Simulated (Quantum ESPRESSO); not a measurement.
Something may be wrong with this Quantum ESPRESSO 7.5 calculation of FCClBr2.

pw.in

```
&CONTROL
  calculation = 'scf'
  prefix = 'pwscf'
  outdir = './tmp'
  pseudo_dir = './pseudo'
  tprnfor = .true.
  disk_io = 'low'
/
&SYSTEM
  ibrav = 0
  nat = 5
  ntyp = 4
  ecutwfc = 84
  nbnd = 20
  input_dft = 'b3lyp'
  occupations = 'fixed'
  nqx1 = 1
  nqx2 = 1
  nqx3 = 1
  ecutfock = 168
  vdw_corr = 'grimme-d2'
  london_s6 = 1.05
  assume_isolated = 'mt'
/
&ELECTRONS
  conv_thr = 1d-07
  electron_maxstep = 75
  mixing_beta = 2
  adaptive_thr = .true.
  mixing_ndim = 1
/
ATOMIC_SPECIES
F     18.9984 F.upf
C     12.0110 C.upf
Cl    35.4500 Cl.upf
Br    79.9040 Br.upf
CELL_PARAMETERS angstrom
  12.0000000000    0.0000000000    0.0000000000
   0.0000000000   12.0000000000    0.0000000000
   0.0000000000    0.0000000000   12.0000000000
ATOMIC_POSITIONS crystal
F      0.5926630000    0.4063030000    0.5260800000
C      0.4964730000    0.4587350000    0.5070060000
Cl     0.4117220000    0.4454980000    0.6260380000
Br     0.4234910000    0.3903100000    0.3805080000
Br     0.5303060000    0.6106870000    0.4787630000
K_POINTS gamma
```

Potentials or basis: PseudoDojo 0.4.1 SR PBE standard.

The run is started by

```console
$ OMP_NUM_THREADS=1 pw.x -in pw.in > pw.out
```

pw.out:

```text
This program is part of the open-source Quantum ESPRESSO suite
     for quantum simulation of materials; please cite
         "P. Giannozzi et al., J. Phys.:Condens. Matter 21 395502 (2009);
         "P. Giannozzi et al., J. Phys.:Condens. Matter 29 465901 (2017);
         "P. Giannozzi et al., J. Chem. Phys. 152 154105 (2020);
     in publications or presentations arising from this work. More details at

     IMPORTANT: XC functional enforced from input :
     Exchange-correlation= B3LYP
                           (   7  12   9   7   0   0   0)
     EXX-fraction              =        0.20
     Any further DFT definition will be discarded
     Please, verify this is what you really want

     gamma-point specific algorithms are used
     Message from routine setup :
     BEWARE: nonlinear core correction is not consistent with hybrid XC

     EXX: q-point mesh:     1    1    1
     EXX: grid of k+q points same as grid of k-points

     G-vector sticks info
     --------------------
     sticks:   dense  smooth     PW     G-vecs:    dense   smooth      PW
     Sum       13753   13753   3433              1212941  1212941  151635

     Using Slab Decomposition
[... 92 lines left out ...]
         5        Br     tau(   5) = (   0.5303060   0.6106870   0.4787630  )

     -------------------------------------------------
     Parameters for Dispersion (Grimme-D2) Correction:
     -------------------------------------------------
       atom      VdW radius       C_6

        F          2.432         26.018
        C          2.744         60.710
        Cl         3.097        175.885
        Br         3.305        432.600

     number of k points=     1
                       cart. coord. in units 2pi/alat
        k(    1) = (   0.0000000   0.0000000   0.0000000), wk =   2.0000000

     Dense  grid:   606471 G-vectors     FFT dimensions: ( 135, 135, 135)

     EXX: ACE will be initialized later

     Initial potential from superposition of free atoms

     starting charge      31.9999, renormalised to      32.0000

     negative rho (up, down):  1.001E-04 0.000E+00
     Starting wfcs are   20 randomized atomic wfcs

     Self-consistent Calculation

     iteration #  1     ecut=    84.00 Ry     beta= 2.00
     Davidson diagonalization with overlap
     ethr =  1.00E-02,  avg # of iterations =  5.0

     Threshold (ethr) on eigenvalues was too large:
     Diagonalizing with lowered threshold

     Davidson diagonalization with overlap
     ethr =  4.95E-04,  avg # of iterations =  3.0

     negative rho (up, down):  1.731E-03 0.000E+00
[... 55 lines left out ...]
     total energy              =    -155.77583636 Ry
     estimated scf accuracy    <      10.84142072 Ry

     iteration #  8     ecut=    84.00 Ry     beta= 2.00
     Davidson diagonalization with overlap
```

Question: How did it end, and where is the flaw?

Answer: The calculation hadn't finished when its time ran out. The input holds a flaw that was put in on purpose: mixing far too strong (mixing_beta = 2; mixing_ndim = 1).
